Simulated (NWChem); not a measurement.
# PBE0/LANL2DZ run of C2H5N (SMILES C=NC)

Aim: the electronic atomisation energy of C2H5N at PBE0/LANL2DZ, from 4 runs. 

The calculation is run with NWChem 7.3.0.

2 further runs of the same task are left out: 1 that didn't finish, 1 set aside as unsound or not needed.

### Step 1. Starting point

C2H5N has 8 atoms, charge 0, and is taken as a singlet. As SMILES, `C=NC`. Geometry: relaxed at PBE0-D4/def2-TZVP.

Bond lengths: C1–N2 1.257 Å, N2–C3 1.439 Å, C1–H4 1.100 Å, C1–H5 1.090 Å, C3–H6 1.100 Å, C3–H7 1.093 Å, C3–H8 1.093 Å. Angles: C1–N2–C3 117.9°, N2–C1–H4 123.2°, N2–C1–H5 119.4°, N2–C3–H6 113.7°, N2–C3–H7 109.0°, N2–C3–H8 109.1°, H4–C1–H5 117.3°, H6–C3–H7 109.1°, H6–C3–H8 109.1°, H7–C3–H8 106.7°.

### Step 2. A single-point energy at PBE0/LANL2DZ (run 1)

geom.xyz

```xyz
8

C     -0.710300     0.748600    -0.789300
N      0.446000     0.313400    -0.558400
C      0.623700    -0.564000     0.568100
H     -1.585200     0.492200    -0.173900
H     -0.872600     1.413800    -1.636900
H     -0.302900    -0.759200     1.127700
H      1.036200    -1.514100     0.218000
H      1.365100    -0.130600     1.244700
```

geom.nw

```
start geom
memory 2200 mb
geometry noautosym nocenter noautoz
  load geom.xyz
end
basis spherical bse
  C library LANL2DZ
  N library LANL2DZ
  H library LANL2DZ
end
dft
  xc pbe0
  grid fine
  convergence energy 1e-08
  maxiter 100
  mulliken
  print low
end
task dft energy
```

Launch:

```sh
$ nwchem geom.nw > geom.out
```

The program printed:

```text
[...]
 d= 0,ls=0.0,diis     1   -133.7015582246 -2.06D+02  2.84D-02  3.04D-01     0.9
[...]
 d= 0,ls=0.0,diis    10   -133.7448185832 -1.76D-09  4.28D-07  1.16D-10     6.3
         Total DFT energy =     -133.744818583236
      One electron energy =     -322.707426295558
           Coulomb energy =      135.869101230091
    Exchange-Corr. energy =      -19.419753071462
 Nuclear repulsion energy =       72.513259553693
[...]
      Total Density - Mulliken Population Analysis
     ---------------------------------------------
    Atom       Charge   Shell Charges
 -----------   ------   -------------------------------------------------------
    1 C    6     6.43   2.00  0.77  0.56  2.60  0.51
    2 N    7     7.00   2.00  0.88  0.71  2.92  0.50
    3 C    6     6.63   2.00  0.72  0.72  2.71  0.48
    4 H    1     0.83   0.52  0.31
    5 H    1     0.78   0.52  0.26
    6 H    1     0.82   0.51  0.30
    7 H    1     0.76   0.51  0.25
    8 H    1     0.76   0.51  0.25
[...]
```

Wall time 6.9 s (1 thread of Intel Xeon Platinum 8259CL at 2.50GHz (Skylake/Cascade Lake), shared host); peak memory 0.11 GiB.

### Step 3. The C atom at the same level (run 2)

c.nw

```
start c
title "C"
memory stack 880 mb heap 220 mb global 1100 mb

geometry noautosym nocenter noautoz
   C     0.000000    0.000000    0.000000
end

basis "ao basis" spherical bse
   * library LANL2DZ
end

dft
   xc pbe0
   mult 3
   grid fine
   convergence energy 1e-08
   iterations 100
   mulliken
   noprint "final vectors analysis"
end

task dft energy
```

Run the same way, it converges to -37.79975 Eh (log not shown).

Run 3 isn't shown in full; the table further down has it.

### Step 4. The N atom at the same level (run 4)

a.nw

```
START a
TITLE "N energy"
memory 2200 mb
charge 0

GEOMETRY noautosym nocenter noautoz
  N      0.000000     0.000000     0.000000
END

BASIS spherical bse
  * library LANL2DZ
END

DFT
  xc pbe0
  mult 4
  grid fine
  convergence energy 1e-08
  iterations 100
  mulliken
  noprint "final vectors analysis"
END

TASK dft energy
```

Run the same way, it converges to -54.53729 Eh (log not shown).

### Step 5. The series

| run | level | partner | energy (Eh) | wall time |
| --- | --- | --- | --- | --- |
| 1 | PBE0/LANL2DZ | base | -133.744819 | 6.9 s |
| 2 | UPBE0/LANL2DZ | atoms | -37.799754 | 0.82 s |
| 3 | UPBE0/LANL2DZ | atoms | -0.497865 | 0.64 s |
| 4 | UPBE0/LANL2DZ | atoms | -54.537289 | 0.76 s |

### Step 6. Outcome

At PBE0/LANL2DZ:

```
                     quantity         value
         N atom: total energy  -54.53729 Eh
                 N atom: ⟨S²⟩         3.752
electronic atomisation energy     30.441 eV
```

What this shows: Taking the molecule apart into free atoms costs 30.44 eV (702 kcal/mol), before zero-point energy and without spin-orbit coupling. The basis has no polarisation functions, which makes bonds too weak. All runs together took 9.1 s, the longest 6.9 s.
